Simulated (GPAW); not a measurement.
The system is ScNbN.

```xyz
6
Lattice="3.1110 0.0000 0.0000 -1.5555 2.6942 0.0000 0.0000 0.0000 10.3572" Properties=species:S:1:pos:R:3 pbc="T T T"
Nb    0.0000    1.7961    2.5627
Nb    1.5555    0.8981    7.7945
Sc    0.0000    0.0000    0.0000
Sc    0.0000    0.0000    5.1786
N     0.0000    1.7961    6.5023
N     1.5555    0.8981    3.8548
```

The cell comes from a database or a generator and needn't be the stable form of this composition.

Base run:

- Program: GPAW 26.7.0
- Functional: r2SCAN
- Potentials or basis: GPAW PAW data sets (gpaw-data 1.2.1)
- Cutoff: 800 eV
- Basis: pw
- k mesh: 7 × 7 × 2
- Occupations: fermi-dirac, width 0.05 eV
- Spin: no spin polarisation

Its results: pressure -3.4 GPa; largest force 0.170 eV/Å.

Question: The run is repeated on the same cell with these changes: functional from r2SCAN to PBE. What comes out?

Answer: Pressure -3.0 GPa; largest force 0.301 eV/Å.

Caveats: the PAW data sets were made with another functional, which shifts forces and pressure a little (some runs).

Not every run made on this cell is shown here.
